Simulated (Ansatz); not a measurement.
Working through a convergence test of the plane-wave cutoff of LaZn, space group Pm-3m

Program: Ansatz 0.2.0, Python API.

At the Python prompt:
```pycon
>>> import warnings
>>> import ansatz as az
>>> from ase import Atoms
>>> warnings.simplefilter("ignore", az.DeckWarning)
>>> atoms = Atoms(
...     ["La", "Zn"],
...     scaled_positions=[
...         (0.5, 0.5, 0.5),
...         (0.0, 0.0, 0.0),
...     ],
...     cell=[
...         (3.75, 0.0, 0.0),
...         (0.0, 3.75, 0.0),
...         (0.0, 0.0, 3.75),
...     ],
...     pbc=True,
... )
>>> lazn = az.Crystal.from_ase(atoms)
>>> lazn.resolved().tree()["lattice"]
((3.75, 0.0, 0.0), (0.0, 3.75, 0.0), (0.0, 0.0, 3.75))
>>> job = lazn.calculation()
>>> job = job.occupations("fermi_dirac", width=150 * az.meV)
>>> job = job.functional("PBEsol").scf(tolerance=1e-10)
>>> job = job.kpoints(8, 8, 8, center="gamma")
>>> rows = []
>>> for value in [250, 325, 400, 475, 550, 625]:
...     data = job.basis(value).run(threads=1).report
...     rows.append((value, data["free_energy_ev"] / len(data["lattice"]["sites"]), data["n_iterations"], data["n_pw"]))
...
>>> print(" cutoff (eV)   F/atom (eV)    iterations   plane waves")
 cutoff (eV)   F/atom (eV)    iterations   plane waves
>>> for row in rows:
...     print(f"{str(row[0]):>12s}  {row[1]:12.5f}  {row[2]:12d}  {row[3]:12d}")
...
         250   -4720.71234             9           461
         325   -4721.37219             9           739
         400   -4721.39315             9           949
         475   -4721.39391             9          1237
         550   -4721.39406             9          1551
         625   -4721.39412             9          1863
>>> # differences from the last row
>>> for row in rows[:-1]:
...     shift = 1000 * (row[1] - rows[-1][1])
...     print(f"{row[0]}: {shift:+.2f} meV/atom" + ("  (within 5 meV)" if abs(shift) < 5 else ""))
...
250: +681.78 meV/atom
325: +21.94 meV/atom
400: +0.97 meV/atom  (within 5 meV)
475: +0.21 meV/atom  (within 5 meV)
550: +0.07 meV/atom  (within 5 meV)
```

From 400 eV on it stays within 5 meV an atom of the value at 625 eV; the first row (250 eV) is off by 681.8 meV and the last but one by 0.07 meV. The energy falls steadily, as expected when plane waves are added.

The mesh is modest for a metal, so energies can be off by several to tens of meV an atom and pressures by half a GPa or more; differences at equal mesh fare better. A Fermi-Dirac width this large means warm electrons, whose thermal share enters the free energy. The starting cell is as deposited in a crystallographic database; the results hold for this polymorph, which needn't be the stable one. Shifts are counted from the last row, which is itself no proven limit. The script silences the warnings on its input, which a real study should read. Wall time of the script: 11 s on 1 thread of Arm Neoverse V2, on a shared host, peak memory 0.44 GiB.
